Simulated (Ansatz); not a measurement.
This script drives the Python package of Ansatz (0.2.0).

Contents of `cl2h4osi2.xyz`:
```text
9

O    -0.70240    0.82710    1.76840
Si    0.45750    0.18240    0.84430
Si   -0.15720   -0.10450   -1.38820
Cl    1.41190   -1.07690   -2.42570
Cl   -1.78420   -1.30290   -1.56500
H    -1.23500    0.28730    2.34590
H     1.68990    1.05210    0.96540
H     0.81310   -1.10140    1.47650
H    -0.40490    1.19030   -2.03870
```

Script `freq.py`:
```python
"""Vibrations of Cl2H4OSi2."""

import ansatz
import numpy as np

SETTINGS = {
    "basis": "def2-SVP",
    "xc": "r2scan",
}

mol = ansatz.Crystal.molecule_from_extxyz("cl2h4osi2.xyz")

calculation = (
    mol.calculation()
    .basis(gaussian=SETTINGS["basis"])
    .functional(SETTINGS["xc"])
)
symbols = [site.symbol for site in mol.cartesian_sites]
start = np.array([site.position_ang for site in mol.cartesian_sites], dtype=float)
rep = calculation.relax(force_tolerance=0.003).run(threads=1, backend="cpu").report
end = np.array(rep["positions_ang"])

print("bond        before    after (A)")
for i, j in [(0, 1), (0, 5), (1, 2), (1, 6), (1, 7), (2, 3), (2, 4), (2, 8)]:
    d0, d1 = (np.linalg.norm(xyz[i] - xyz[j]) for xyz in (start, end))
    print(f"{symbols[i]}{i}-{symbols[j]}{j}".ljust(10), f"{d0:8.4f} {d1:8.4f}")

# same settings at the minimum
minimum = ansatz.Crystal.molecule()
for symbol, xyz in zip(symbols, end):
    minimum = minimum.atom(symbol, xyz.tolist())
vibrating = (
    minimum.calculation()
    .basis(gaussian=SETTINGS["basis"])
    .functional(SETTINGS["xc"])
    .phonons(temperatures=(100, 500, 100))
)
vib = vibrating.run(threads=1, backend="cpu").report["vibrations"]
sums = vib["harmonic_sums"]
modes = [m["omega_inv_cm"] for m in sums["modes_at_gamma"] if m["rigid_motion"] == "no"]
for number, w in enumerate(modes, start=1):
    print(f"mode {number:2d} {w:9.1f} 1/cm {w / 8065.544 * 1000:8.2f} meV")
print("imaginary modes:", sum(w < 0 for w in modes), " zero-point energy:", round(sums["zero_point_energy_ev"], 4), "eV")
print("T (K)   F_vib (eV)   S_vib (meV/K)   C_vib (meV/K)")
for row in zip(sums["temperatures_k"], sums["vibrational_free_energy_ev"], vib["entropy_ev_per_k"], vib["heat_capacity_ev_per_k"]):
    print(f"{row[0]:6.1f} {row[1]:11.4f} {1000 * row[2]:13.4f} {1000 * row[3]:15.4f}")

# all hydrogen replaced by deuterium
heavier = vibrating.phonons(masses={"H": 2.014102}).run(threads=1, backend="cpu").report["vibrations"]["harmonic_sums"]
print("deuterated (1/cm):", " ".join(f"{m['omega_inv_cm']:.0f}" for m in heavier["modes_at_gamma"] if m["rigid_motion"] == "no"))
print("zero-point energy falls by", round(sums["zero_point_energy_ev"] - heavier["zero_point_energy_ev"], 4), "eV")
```

It is started by `python freq.py`. Estimate its wall time and peak memory on 1 thread of Arm Neoverse V1 (shared host).

It took about 11 min, with a peak of 0.25 GiB, for 3 runs of the engine.

```console
$ python freq.py
bond        before    after (A)
O0-Si1       1.6171   1.6697
O0-H5        0.9532   0.9668
Si1-Si2      2.3333   2.3441
Si1-H6       1.5132   1.4869
Si1-H7       1.4745   1.4967
Si2-Cl3      2.1176   2.0725
Si2-Cl4      2.0284   2.0917
Si2-H8       1.4700   1.4879
mode  1      46.0 1/cm     5.70 meV
mode  2      70.2 1/cm     8.71 meV
mode  3     133.4 1/cm    16.54 meV
mode  4     175.6 1/cm    21.78 meV
mode  5     207.1 1/cm    25.68 meV
mode  6     316.0 1/cm    39.18 meV
mode  7     406.8 1/cm    50.44 meV
mode  8     513.1 1/cm    63.61 meV
mode  9     527.3 1/cm    65.37 meV
mode 10     570.8 1/cm    70.76 meV
mode 11     706.9 1/cm    87.64 meV
mode 12     745.2 1/cm    92.40 meV
mode 13     787.2 1/cm    97.60 meV
mode 14     816.2 1/cm   101.20 meV
mode 15     884.9 1/cm   109.71 meV
mode 16     909.7 1/cm   112.78 meV
mode 17     941.8 1/cm   116.77 meV
mode 18    2200.4 1/cm   272.81 meV
mode 19    2239.9 1/cm   277.71 meV
mode 20    2257.9 1/cm   279.95 meV
mode 21    3846.2 1/cm   476.86 meV
imaginary modes: 0  zero-point energy: 1.1966 eV
T (K)   F_vib (eV)   S_vib (meV/K)   C_vib (meV/K)
 100.0      1.1838        0.3065          0.3571
 200.0      1.1361        0.6420          0.6426
 300.0      1.0562        0.9521          0.8929
 400.0      0.9466        1.2351          1.0717
 500.0      0.8102        1.4884          1.1966
deuterated (1/cm): 42 67 125 168 195 242 357 434 498 514 531 564 605 636 667 696 871 1580 1612 1627 2800
zero-point energy falls by 0.2771 eV
```

These settings explore the input space; basis and method may be short of convergence. The frequencies are harmonic and unscaled, in a modest basis. The result belongs to the one conformer reached from this start, and soft torsions count as harmonic oscillators.

(A comment or docstring line of the script was reworded after the run, the code is as it ran; lines on the test bed's own set-up are left out of the output.)
